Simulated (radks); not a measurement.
**F⁺ in [He] 2s2 2p4: an all-electron calculation**

One table from this session's results is given with a row withheld; the runs are named, their logs left out.

Program: radks (a radial shooting solver on a logarithmic mesh, Libxc functionals) version 1. Level of theory: Dirac Kohn-Sham, PBE, spin-unpolarised, spherical densities, finite nucleus; open shells fill j = l - 1/2 first. These are calculated values, not measurements, unless marked.

**The system**

```
element            : fluorine (Z = 9)
charge             : +1
electrons          : 8
configuration      : [He] 2s2 2p4
nuclear rms radius : 2.8976 fm
```

Set-up of the first run:

The run's settings:

```text
Z 9
configuration [He] 2s2 2p4
relativity Dirac
functional pbe,pbe
spin unpolarised
j_filling energy
nucleus finite rms 2.8976 fm
c 137.035999084
```

On the command line:

```bash
$ python run_ks.py task.json out
```

All runs below come from this command, one after another.

One table of the session follows, with a row left open; its other results are not shown here.

Radial moments (bohr):

```
level     <r>  outermost maximum (interpolated)  90 % within
1s1/2  0.1763                             0.114        0.316
2s1/2       ?                                 ?            ?
2p1/2  0.9822                             0.681         1.68
2p3/2  0.9839                             0.682         1.68
```

Estimate the missing values for 2s1/2.

**Answer.** <r>: 0.9615; outermost maximum (interpolated): 0.752; 90 % within: 1.53. In the column «<r>» it lies between 1s1/2 (0.1763) and 2p1/2 (0.9822).

Caveats from the session: Spin polarisation and multiplet splitting are left out.
